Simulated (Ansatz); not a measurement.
# KAsH2O4: the cost of one run

All numbers below are computed with Ansatz 0.2.0 (DFT PBE, plane waves, PAW, scalar-relativistic, no spin polarisation).

**1. Starting point**

The cell holds 32 atoms (As4H8K4O16): a = 7.682 Å, b = 7.682 Å, c = 7.342 Å, α = 90.00°, β = 90.00°, γ = 90.00°.

Its coordinates follow in the input file.

**2. Run 1**

280 steps of 0.5 fs under a Nosé-Hoover thermostat at 700 K.

File input.yaml:

```yaml
crystal:
  lattice:
    - [7.682088, 0.0, 0.0]
    - [0.0, 7.682088, 0.0]
    - [0.0, 0.0, 7.34215]
  atoms:
    - { symbol: K, position: [0.0, 0.0, 0.5] }
    - { symbol: K, position: [0.5, 0.0, 0.25] }
    - { symbol: H, position: [0.25, 0.343899, 0.375] }
    - { symbol: H, position: [0.25, 0.156101, 0.875] }
    - { symbol: H, position: [0.156101, 0.75, 0.125] }
    - { symbol: H, position: [0.343899, 0.75, 0.625] }
    - { symbol: As, position: [0.0, 0.0, 0.0] }
    - { symbol: As, position: [0.0, 0.5, 0.25] }
    - { symbol: O, position: [0.407865, 0.340868, 0.364815] }
    - { symbol: O, position: [0.592135, 0.659132, 0.364815] }
    - { symbol: O, position: [0.159132, 0.907865, 0.135185] }
    - { symbol: O, position: [0.407865, 0.159132, 0.885185] }
    - { symbol: O, position: [0.840868, 0.092135, 0.135185] }
    - { symbol: O, position: [0.092135, 0.340868, 0.385185] }
    - { symbol: O, position: [0.159132, 0.592135, 0.114815] }
    - { symbol: O, position: [0.340868, 0.907865, 0.614815] }
    - { symbol: K, position: [0.5, 0.5, 0.0] }
    - { symbol: K, position: [0.0, 0.5, 0.75] }
    - { symbol: H, position: [0.75, 0.843899, 0.875] }
    - { symbol: H, position: [0.75, 0.656101, 0.375] }
    - { symbol: H, position: [0.656101, 0.25, 0.625] }
    - { symbol: H, position: [0.843899, 0.25, 0.125] }
    - { symbol: As, position: [0.5, 0.5, 0.5] }
    - { symbol: As, position: [0.5, 0.0, 0.75] }
    - { symbol: O, position: [0.907865, 0.840868, 0.864815] }
    - { symbol: O, position: [0.092135, 0.159132, 0.864815] }
    - { symbol: O, position: [0.659132, 0.407865, 0.635185] }
    - { symbol: O, position: [0.907865, 0.659132, 0.385185] }
    - { symbol: O, position: [0.340868, 0.592135, 0.635185] }
    - { symbol: O, position: [0.592135, 0.840868, 0.885185] }
    - { symbol: O, position: [0.659132, 0.092135, 0.614815] }
    - { symbol: O, position: [0.840868, 0.407865, 0.114815] }
basis:
  ecutwfc: 420.0
kpoints:
  mp_grid: { grid: [1, 1, 1] }
hamiltonian:
  xc: pbe
scf:
  occupations: { method: fermi_dirac, width: 0.05 }
  lower_state_search: "off"
md:
  timestep: 0.5
  n_steps: 280
  ensemble: nvt_nose_hoover
  temperature: 700.0
  initial_velocities: maxwell_boltzmann
  seed: 517592
  nose_hoover: { tau: 100.0, chain_length: 1 }
```

Command:

```bash
ansatz run input.yaml --threads 1 --pin off --max-ram 3072MiB --backend cpu --events-out ev --progress --plain --runs-dir out
```

What time and memory should one allow on 1 thread of Arm Neoverse V1, shared host?

About 15 min, with a peak of 0.52 GiB.
